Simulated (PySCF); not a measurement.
# C2H5BO2: a tour of settings

Aim: see how C2H5BO2 (`B1OCCO1`) answers to the choice of functional, basis, grid and SCF options.

Programs: PySCF 2.14.0, with density-fitted response routines of our own. Each step states its level of theory. These are calculated values for one molecule, in the gas phase or a continuum, unless marked as measured. Atoms are numbered from 0 throughout.

## 1. Starting geometry

10 atoms, charge 0, multiplicity 1; geometry from: GFN2-xTB.

Bonds of the start (Å): B0–O1 1.36, O1–C2 1.41, C2–C3 1.55, C3–O4 1.41, O4–B0 1.36, B0–H5 1.16, C2–H6 1.09, C2–H7 1.09, C3–H8 1.09, C3–H9 1.09.

## 2. NMR shieldings: BLYP/def2-SVP

Job settings and geometry (Å):

```
{"job": {"kind": "nmr", "xc": "BLYP", "basis": "def2-SVP", "pop": true, "scf": {"guess": "vsap"}}, "charge": 0, "multiplicity": 1}
B     -1.351278    -0.632959     0.010839
O     -0.198281    -1.335039    -0.126778
C      0.890045    -0.432125    -0.095556
C      0.238984     0.961106     0.079878
O     -1.150663     0.703260     0.135352
H     -2.401441    -1.125030     0.021598
H      1.544840    -0.696589     0.740267
H      1.449451    -0.518338    -1.031973
H      0.545177     1.453131     1.007912
H      0.442050     1.627237    -0.764066
```

Method: GIAO BLYP/def2-SVP NMR shielding, non-relativistic, gas phase.

On the command line:

```bash
$ OMP_NUM_THREADS=1 python probes_run.py task.json out
```

The driver reads the jobs from task.json and runs them one after another.

Standard output:

```text
final grid: 82904 points
cycle   1  E = -249.1988007603  dE =  4.039e+00  |g| = 4.132e+00  |ddm| = 3.091e+01
cycle   2  E = -239.6982524135  dE =  9.501e+00  |g| = 6.759e+00  |ddm| = 3.159e+01
cycle   3  E = -253.3520861159  dE = -1.365e+01  |g| = 1.912e+00  |ddm| = 6.423e+00
cycle   4  E = -254.0046159926  dE = -6.525e-01  |g| = 1.120e+00  |ddm| = 2.605e+00
cycle   5  E = -254.3133104092  dE = -3.087e-01  |g| = 1.555e-01  |ddm| = 1.007e+00
cycle   6  E = -254.3160267082  dE = -2.716e-03  |g| = 1.274e-01  |ddm| = 2.566e-01
cycle   7  E = -254.3190557438  dE = -3.029e-03  |g| = 2.129e-02  |ddm| = 1.047e-01
cycle   8  E = -254.3191785460  dE = -1.228e-04  |g| = 6.046e-03  |ddm| = 3.175e-02
cycle   9  E = -254.3191839111  dE = -5.365e-06  |g| = 3.541e-03  |ddm| = 5.800e-03
cycle  10  E = -254.3191862283  dE = -2.317e-06  |g| = 6.799e-04  |ddm| = 3.040e-03
cycle  11  E = -254.3191863202  dE = -9.188e-08  |g| = 5.878e-05  |ddm| = 5.703e-04
cycle  12  E = -254.3191863211  dE = -9.296e-10  |g| = 1.144e-05  |ddm| = 9.233e-05
converged SCF energy = -254.3191863211

GIAO shielding tensors (ppm)
atom      isotropic    diamagn.    paramagn.     s11        s22        s33       span
  0 B       83.897     209.130    -125.233     77.758     79.363     94.569     16.811
  1 O      197.989     385.883    -187.894     64.035    263.324    266.607    202.572
  2 C      122.167     248.671    -126.504     86.407    111.736    168.358     81.951
  3 C      122.170     248.668    -126.498     86.394    111.743    168.372     81.978
  4 O      197.985     385.882    -187.897     64.035    263.313    266.607    202.572
  5 H       28.055      31.956      -3.901     26.236     26.548     31.380      5.144
  6 H       27.480      30.333      -2.853     23.985     26.295     32.160      8.175
  7 H       27.480      30.317      -2.837     24.007     26.296     32.138      8.131
  8 H       27.481      30.328      -2.847     24.007     26.296     32.141      8.134
  9 H       27.482      30.325      -2.843     23.988     26.299     32.160      8.172
```

It took 8 s on 1 thread of Arm Neoverse V2, shared host; peak memory 0.41 GiB.

The references, computed at this level on geometries of the same kind, shield at (ppm): 1H TMS 31.80, 13C TMS 188.5, 17O H2O 341.9. Their shielding less the atom's gives the shift. The references are single molecules in the gas phase, so shifts against H2O, NH3, PH3, H3PO4 or CFCl3 are not on the usual liquid scales and can be off by tens of ppm. Atoms listed in one row are averaged.

| atoms | environment | σ (ppm) | δ (ppm) |
| --- | --- | --- | --- |
| C2, C3 | sp3 CH2 bonded to O | 122.2 | 66.3 |
| H6, H7, H8, H9 | hydrogen on an sp3 CH2 bonded to O | 27.48 | 4.32 |
| H5 | hydrogen on a boron bonded to 2 O, in a 5-membered ring | 28.05 | 3.75 |
| B0 | boron bonded to 2 O, H, in a 5-membered ring | 83.9 | – |
| O1, O4 | oxygen bonded to C, B, in a 5-membered ring | 198.0 | 143.9 |

The run also stored atomic charges by several schemes (e):

| atoms | Mulliken | IAO | Hirshfeld | ESP fit |
| --- | --- | --- | --- | --- |
| B0 | 0.01 | 0.32 | 0.18 | 0.60 |
| O1, O4 | -0.17 | -0.37 | -0.16 | -0.42 |
| C2, C3 | 0.20 | -0.06 | 0.03 | 0.15 |

Mayer bond orders: B0–O1 1.41, O1–C2 1.02, C2–C3 1.09, C3–O4 1.02, O4–B0 1.41.

Ring of atoms B0, O1, C2, C3, O4: NICS(0) -5.5, NICS(1) -2.1, NICS(1)zz -5.6 ppm (means of both faces). The ring holds saturated atoms, so no π current runs round it: these values come from its σ bonds, any local π bonds and neighbouring rings, and say nothing of aromaticity.

## 3. NMR shieldings: BP86/def2-TZVPP

Same as in step 2 but for these lines:

```diff
@@ -1,2 +1,2 @@
-{"job": {"kind": "nmr", "xc": "BLYP", "basis": "def2-SVP", "pop": true, "scf": {"guess": "vsap"}}, "charge": 0, "multiplicity": 1}
+{"job": {"kind": "nmr", "xc": "BP86", "basis": "def2-TZVPP", "pop": false, "scf": {"conv": 1e-07}}, "charge": 0, "multiplicity": 1}
 B     -1.351278    -0.632959     0.010839
```

Level: GIAO BP86/def2-TZVPP NMR shielding, non-relativistic, gas phase.

Standard output:

```text
final grid: 82904 points
cycle   1  E = -254.5497877975  dE =  6.734e-01  |g| = 8.964e-01  |ddm| = 2.459e+00
cycle   2  E = -254.1092890571  dE =  4.405e-01  |g| = 1.776e+00  |ddm| = 2.335e+00
cycle   3  E = -254.6884332707  dE = -5.791e-01  |g| = 1.291e-01  |ddm| = 1.876e+00
cycle   4  E = -254.6915546545  dE = -3.121e-03  |g| = 4.735e-02  |ddm| = 9.834e-02
cycle   5  E = -254.6920280210  dE = -4.734e-04  |g| = 1.909e-02  |ddm| = 4.978e-02
cycle   6  E = -254.6921084289  dE = -8.041e-05  |g| = 2.802e-03  |ddm| = 1.341e-02
cycle   7  E = -254.6921101825  dE = -1.754e-06  |g| = 9.451e-04  |ddm| = 3.187e-03
cycle   8  E = -254.6921103817  dE = -1.992e-07  |g| = 7.249e-05  |ddm| = 7.608e-04
cycle   9  E = -254.6921103831  dE = -1.430e-09  |g| = 1.552e-05  |ddm| = 8.040e-05
converged SCF energy = -254.6921103831

GIAO shielding tensors (ppm)
atom      isotropic    diamagn.    paramagn.     s11        s22        s33       span
  0 B       74.396     206.430    -132.033     67.877     70.031     85.281     17.404
  1 O      184.839     382.618    -197.779     46.361    243.457    264.699    218.339
  2 C      113.445     242.806    -129.360     76.246    101.456    162.634     86.389
  3 C      113.451     242.805    -129.354     76.236    101.466    162.653     86.417
  4 O      184.843     382.621    -197.778     46.365    243.460    264.704    218.338
  5 H       27.683      29.952      -2.269     25.759     26.703     30.587      4.828
  6 H       27.111      29.780      -2.670     23.448     26.093     31.791      8.343
  7 H       27.110      29.774      -2.664     23.471     26.091     31.767      8.296
  8 H       27.111      29.777      -2.666     23.471     26.091     31.770      8.299
  9 H       27.113      29.780      -2.667     23.450     26.097     31.791      8.341
```

Run time: 21 s. Hardware: 1 thread of Arm Neoverse V2, shared host; peak memory 0.79 GiB.

Key values: σ C2 113.4, B0 74.4, O1 184.8, H6 27.11, H5 27.68 ppm (means over like atoms).

## 4. Indirect couplings: BP86/6-31++G** in water

Same as in step 3 but for these lines:

```diff
@@ -1,2 +1,2 @@
-{"job": {"kind": "nmr", "xc": "BP86", "basis": "def2-TZVPP", "pop": false, "scf": {"conv": 1e-07}}, "charge": 0, "multiplicity": 1}
+{"job": {"kind": "j", "xc": "BP86", "basis": "6-31++G**", "solvent": "water", "scf": {"conv": 1e-08}}, "charge": 0, "multiplicity": 1}
 B     -1.351278    -0.632959     0.010839
```

Method: BP86/6-31++G** indirect spin-spin coupling, non-relativistic, IEF-PCM water.

Standard output:

```text
final grid: 82904 points
cycle   1  E = -254.4830572233  dE =  6.637e-01  |g| = 7.880e-01  |ddm| = 3.034e+00
cycle   2  E = -254.1250144269  dE =  3.580e-01  |g| = 1.568e+00  |ddm| = 2.078e+00
cycle   3  E = -254.6013911390  dE = -4.764e-01  |g| = 9.739e-02  |ddm| = 1.462e+00
cycle   4  E = -254.6034390773  dE = -2.048e-03  |g| = 2.882e-02  |ddm| = 1.307e-01
cycle   5  E = -254.6036235301  dE = -1.845e-04  |g| = 1.271e-02  |ddm| = 4.480e-02
cycle   6  E = -254.6036607438  dE = -3.721e-05  |g| = 2.023e-03  |ddm| = 1.638e-02
cycle   7  E = -254.6036617887  dE = -1.045e-06  |g| = 4.745e-04  |ddm| = 2.705e-03
cycle   8  E = -254.6036618465  dE = -5.778e-08  |g| = 8.446e-05  |ddm| = 5.231e-04
cycle   9  E = -254.6036618469  dE = -3.943e-10  |g| = 7.515e-05  |ddm| = 1.169e-04
converged SCF energy = -254.6036618469

Indirect spin-spin couplings (Hz)
  i      j    bonds     total        FC       PSO       DSO        SD
  0 B    1 O    1     -6.750   -10.909     4.537    -0.160    -0.218
  0 B    2 C    2     -0.398    -0.230    -0.102    -0.039    -0.026
  0 B    3 C    2     -0.401    -0.233    -0.102    -0.039    -0.026
  0 B    4 O    1     -6.747   -10.907     4.537    -0.160    -0.218
  0 B    5 H    1    196.304   195.537    -1.107     1.316     0.557
  0 B    6 H    3      2.369     2.705     0.329    -0.625    -0.040
  0 B    7 H    3      2.408     2.745     0.332    -0.629    -0.040
  0 B    8 H    3      2.411     2.747     0.332    -0.629    -0.040
  0 B    9 H    3      2.365     2.701     0.329    -0.625    -0.040
  1 O    2 C    1     13.231    14.345    -0.979    -0.134         -
  1 O    3 C    2     -0.491    -0.934     0.442     0.002         -
  1 O    5 H    2    -19.132   -19.722     0.469     0.121         -
  1 O    6 H    2     -5.078    -4.643    -0.523     0.087         -
  1 O    7 H    2     -5.093    -4.657    -0.523     0.088         -
  1 O    8 H    3     -0.174    -0.343    -0.059     0.228         -
  1 O    9 H    3     -0.158    -0.325    -0.060     0.227         -
  2 C    3 C    1     45.850    45.895    -0.297     0.252         -
  2 C    4 O    2     -0.490    -0.934     0.442     0.002         -
  2 C    5 H    3      4.194     4.389     0.349    -0.544         -
  2 C    6 H    1    158.733   157.844    -0.065     0.954         -
  2 C    7 H    1    158.823   157.935    -0.066     0.954         -
  2 C    8 H    2      0.234     0.319     0.014    -0.099         -
  2 C    9 H    2      0.196     0.282     0.013    -0.099         -
  3 C    4 O    1     13.233    14.347    -0.979    -0.134         -
  3 C    5 H    3      4.193     4.388     0.349    -0.544         -
  3 C    6 H    2      0.201     0.287     0.013    -0.099         -
  3 C    7 H    2      0.232     0.317     0.014    -0.099         -
  3 C    8 H    1    158.785   157.896    -0.066     0.954         -
  3 C    9 H    1    158.727   157.838    -0.065     0.954         -
  4 O    5 H    2    -19.121   -19.711     0.469     0.121         -
  4 O    6 H    3     -0.159    -0.326    -0.060     0.227         -
  4 O    7 H    3     -0.173    -0.342    -0.059     0.228         -
  4 O    8 H    2     -5.099    -4.664    -0.523     0.088         -
  4 O    9 H    2     -5.079    -4.644    -0.523     0.088         -
  5 H    6 H    4     -1.457    -0.832     1.241    -1.866         -
  5 H    7 H    4     -1.459    -0.833     1.244    -1.871         -
  5 H    8 H    4     -1.459    -0.833     1.244    -1.870         -
  5 H    9 H    4     -1.457    -0.831     1.241    -1.867         -
  6 H    7 H    2    -10.253    -9.750     1.765    -2.268         -
  6 H    8 H    3      9.213     9.043    -0.219     0.389         -
  6 H    9 H    3      5.823     6.553     1.400    -2.130         -
  7 H    8 H    3      5.708     6.434     1.393    -2.119         -
  7 H    9 H    3      9.208     9.037    -0.220     0.391         -
  8 H    9 H    2    -10.266    -9.763     1.765    -2.267         -
```

Wall time 6.4 s (1 thread of Arm Neoverse V2, shared host); peak memory 0.56 GiB.

This basis has no tight s functions, so the Fermi-contact terms are rough.

Couplings of 1 Hz or more over one to four bonds, nine at most for each number, with means over like pairs (isotopes 11B, 13C, 1H, 17O):

| pair | bonds | J (Hz) | Fermi contact (Hz) | dihedral (°) |
| --- | --- | --- | --- | --- |
| B0–H5 | 1 | 196.3 | 195.5 | – |
| C2–H6 | 1 | 158.8 | 157.9 | – |
| C2–C3 | 1 | 45.9 | 45.9 | – |
| O1–C2 | 1 | 13.2 | 14.3 | – |
| B0–O1 | 1 | -6.7 | -10.9 | – |
| O1–H5 | 2 | -19.1 | -19.7 | – |
| H6–H7 | 2 | -10.3 | -9.8 | – |
| O1–H6 | 2 | -5.1 | -4.7 | – |
| H6–H8 | 3 | 9.2 | 9.0 | 0 |
| H6–H9 | 3 | 5.8 | 6.5 | 124 |
| C2–H5 | 3 | 4.2 | 4.4 | -180 |
| B0–H6 | 3 | 2.4 | 2.7 | 120 |
| H5–H6 | 4 | -1.5 | -0.8 | – |

Where two rows join the same classes of atoms, they are different kinds of pair (such as cis and trans), each a mean over its own pairs alone.

The spin-dipole term was solved for some atoms only; pairs without it lack that part.

The response was solved for the nuclei of B, C, H alone, so couplings that need other nuclei can be missing.

Quadrupole couplings from the field gradients of the same density:

| atom | isotope | eQq/h (MHz) | η |
| --- | --- | --- | --- |
| O1 | 17O | -7.821 | 0.14 |
| O4 | 17O | -7.821 | 0.14 |
| B0 | 11B | 2.620 | 0.63 |

Joined with the shifts from before (BLYP/def2-SVP, unscaled), the couplings predict the line list below for 300 MHz. Couplings to quadrupolar nuclei are left out.

1H NMR δ 4.32 (d, J = 1.5 Hz, 4H), 3.75 (br, 1H).

## 5. Ultraviolet spectrum: PBE0/def2-SVPD

Same as in step 4 but for these lines:

```diff
@@ -1,2 +1,2 @@
-{"job": {"kind": "j", "xc": "BP86", "basis": "6-31++G**", "solvent": "water", "scf": {"conv": 1e-08}}, "charge": 0, "multiplicity": 1}
+{"job": {"kind": "uv", "xc": "PBE0", "basis": "def2-SVPD", "nstates": 3, "ntriplets": 0, "tda": false, "grid": 1}, "charge": 0, "multiplicity": 1}
 B     -1.351278    -0.632959     0.010839
```

With the program's defaults for keys left out, this is: TDDFT PBE0/def2-SVPD, vertical, gas phase, core orbitals frozen in the response.

Standard output:

```text
final grid: 38264 points
cycle   1  E = -254.0417408700  dE =  7.459e-01  |g| = 7.026e-01  |ddm| = 4.443e+00
cycle   2  E = -253.9253332006  dE =  1.164e-01  |g| = 1.060e+00  |ddm| = 1.910e+00
cycle   3  E = -254.1344107357  dE = -2.091e-01  |g| = 4.369e-02  |ddm| = 1.134e+00
cycle   4  E = -254.1347847012  dE = -3.740e-04  |g| = 9.397e-03  |ddm| = 7.328e-02
cycle   5  E = -254.1348030932  dE = -1.839e-05  |g| = 3.926e-03  |ddm| = 2.347e-02
cycle   6  E = -254.1348067132  dE = -3.620e-06  |g| = 3.856e-04  |ddm| = 5.042e-03
cycle   7  E = -254.1348067460  dE = -3.280e-08  |g| = 1.342e-04  |ddm| = 7.520e-04
cycle   8  E = -254.1348067502  dE = -4.254e-09  |g| = 1.833e-05  |ddm| = 2.834e-04
cycle   9  E = -254.1348067503  dE = -9.970e-11  |g| = 2.220e-06  |ddm| = 4.671e-05
converged SCF energy = -254.1348067503

Static polarisability (au): isotropic 41.605, principal 34.898 41.812 48.104

Singlet excitations
state   eV       nm        f      main configurations
  1   7.2940    170.0   0.00000   H->L 0.97
  2   7.6701    161.6   0.03796   H->L+1 0.98
  3   8.1312    152.5   0.00000   H->L+2 0.90
```

It took 6.8 s on 1 thread of Arm Neoverse V2, shared host; peak memory 0.55 GiB.

Frontier orbitals and where they lie:

| orbital | eV | atoms |
| --- | --- | --- |
| HOMO−3 | -10.24 | O1 27 %, O4 27 %, B0 12 % |
| HOMO−2 | -10.10 | O4 43 %, O1 43 %, B0 7 % |
| HOMO−1 | -9.73 | C3 22 %, C2 22 %, O1 20 % |
| HOMO | -8.15 | O4 30 %, O1 30 %, C3 9 % |
| LUMO | 0.44 | B0 38 %, C2 13 %, C3 13 % |
| LUMO+1 | 0.72 | B0 36 %, O4 20 %, O1 20 % |
| LUMO+2 | 1.29 | B0 15 %, C2 13 %, C3 13 % |

With each of the 3 states as a Gaussian band of 0.4 eV half-width at 1/e, the curve within the window shown has maxima at 162 nm (ε 1,500) L/(mol cm). Beyond the last state computed it falls off for lack of states. The curve at chosen wavelengths:

(nm, ε (L/mol/cm)): (147, 41), (149, 111), (150, 171), (152, 356), (153, 482), (155, 791), (156, 959), (158, 1271), (159, 1394), (161, 1529), (162, 1533), (164, 1420), (165, 1314), (167, 1046), (168, 901), (170, 626), (171, 505), (173, 311), (174, 237), (176, 131), (177, 95), (179, 48), (180, 33), (182, 15), (183, 10), (185, 4)

Ground-state properties from the same run:

| property | computed |
| --- | --- |
| dipole moment (D) | 2.24 |
| polarisability (Å³) | 6.17 |
| HOMO–LUMO gap (eV) | 8.59 |
| −ε(HOMO) (eV) | 8.15 |

## 6. Ultraviolet spectrum: PBE0/3-21G

Same as in step 5 but for these lines:

```diff
@@ -1,2 +1,2 @@
-{"job": {"kind": "uv", "xc": "PBE0", "basis": "def2-SVPD", "nstates": 3, "ntriplets": 0, "tda": false, "grid": 1}, "charge": 0, "multiplicity": 1}
+{"job": {"kind": "uv", "xc": "PBE0", "basis": "3-21G", "nstates": 3, "ntriplets": 0, "tda": true, "scf": {"level_shift": 0.2}}, "charge": 0, "multiplicity": 1}
 B     -1.351278    -0.632959     0.010839
```

Method: TDA PBE0/3-21G, vertical, gas phase, core orbitals frozen in the response.

Standard output:

```text
final grid: 82904 points
cycle   1  E = -252.7851977801  dE =  7.621e-01  |g| = 7.528e-01  |ddm| = 2.916e+00
cycle   2  E = -252.8098719292  dE = -2.467e-02  |g| = 7.608e-01  |ddm| = 1.152e+00
cycle   3  E = -252.9012167894  dE = -9.134e-02  |g| = 1.319e-01  |ddm| = 3.630e-01
cycle   4  E = -252.9047387717  dE = -3.522e-03  |g| = 1.139e-02  |ddm| = 1.205e-01
cycle   5  E = -252.9047818482  dE = -4.308e-05  |g| = 3.899e-03  |ddm| = 2.261e-02
cycle   6  E = -252.9047860537  dE = -4.205e-06  |g| = 8.719e-04  |ddm| = 6.025e-03
cycle   7  E = -252.9047863579  dE = -3.042e-07  |g| = 2.323e-04  |ddm| = 1.777e-03
cycle   8  E = -252.9047863887  dE = -3.081e-08  |g| = 5.277e-05  |ddm| = 5.893e-04
cycle   9  E = -252.9047863914  dE = -2.667e-09  |g| = 1.701e-05  |ddm| = 1.859e-04
cycle  10  E = -252.9047863917  dE = -2.563e-10  |g| = 7.545e-06  |ddm| = 5.588e-05
level shift removed, Fock matrix diagonalised once more
converged SCF energy = -252.9047863917

Static polarisability (au): isotropic 32.274, principal 26.214 31.086 39.523

Singlet excitations
state   eV       nm        f      main configurations
  1   8.3623    148.3   0.09732   H->L 0.92
  2   8.7268    142.1   0.00000   H->L+1 0.96
  3   8.9556    138.4   0.00000   H-2->L 0.98
```

Wall time 2.6 s (1 thread of Arm Neoverse V2, shared host); peak memory 0.4 GiB.

In short: HOMO -7.76 eV, LUMO 1.49 eV; lowest singlet 8.36 eV.

## 7. Comparing the runs: NMR shifts

Isotropic shieldings (ppm), means over like atoms, with basis size and wall time:

| run | C2 | H6 | H5 | B0 | O1 | functions | time |
| --- | --- | --- | --- | --- | --- | --- | --- |
| BLYP/def2-SVP | 122.2 | 27.48 | 28.05 | 83.9 | 198.0 | 95 | 8 s |
| BP86/def2-TZVPP | 113.4 | 27.11 | 27.68 | 74.4 | 184.8 | 225 | 21 s |

## 8. Run by run: electronic excitations

Excitations and ground-state properties, with basis size and wall time:

| run | lowest singlet (eV) | brightest (eV) | f | gap (eV) | α (Å³) | μ (D) | functions | time |
| --- | --- | --- | --- | --- | --- | --- | --- | --- |
| PBE0/def2-SVPD | 7.29 | 7.67 | 0.038 | 8.59 | 6.17 | 2.24 | 146 | 6.8 s |
| PBE0/3-21G | 8.36 | 8.36 | 0.097 | 9.25 | 4.78 | 2.77 | 55 | 2.6 s |

## 9. What came out

| quantity | value |
| --- | --- |
| 13C shifts against TMS (BLYP/def2-SVP, means over atoms taken as alike) | 66.3 ppm |
| 1H shifts against TMS (BLYP/def2-SVP, means over atoms taken as alike) | 4.32, 3.75 ppm |
| 17O shifts against H2O (BLYP/def2-SVP, means over atoms taken as alike) | 143.9 ppm |
| shieldings of B (BLYP/def2-SVP) | B0 83.9 ppm |
| largest coupling of the table (BP86/6-31++G**) | 1J(B,H) B0–H5, 196.3 Hz |
| lowest singlet (PBE0/def2-SVPD) | 7.29 eV (170 nm), f = 0.000 |
| brightest single state of those computed | state 2, 7.67 eV, f = 0.038 |
| range of the shielding of O1 (with its like atoms) | 184.8 to 198.0 ppm |
| range of the lowest singlet | 7.29 to 8.36 eV |

In words: Single values in the summary come from the first sound run of each kind (BLYP/def2-SVP; BP86/6-31++G**; PBE0/def2-SVPD), which need not be the best level. At BLYP/def2-SVP: The widest tensor belongs to O1, O4: span 203 ppm, with a paramagnetic part of -188 ppm. In the run at BP86/6-31++G**, the largest coupling of the table is B0–H5, 196.3 Hz, of which the Fermi-contact term gives 195.5 Hz. Couplings across rotatable bonds belong to this one conformer; where others are populated, the observed values are averages. The lowest singlet, at 7.29 eV, is HOMO→LUMO 0.97 and is dark; of the 3 states computed, the strongest absorption comes from state 2 at 7.67 eV. In ppm, O1 (with its like atoms) moves most: its shielding spreads over 13.1 ppm, from 184.8 (BP86/def2-TZVPP) to 198.0 (BLYP/def2-SVP). The lowest singlet runs from 7.29 eV (PBE0/def2-SVPD) to 8.36 eV (PBE0/3-21G), while the orbital gap spans 8.59 to 9.25 eV. Some runs use the Tamm-Dancoff approximation and others full TDDFT, which shifts states apart from functional and basis. The lowest state need not be the same one in every run. Couplings from bases without tight functions are rough.
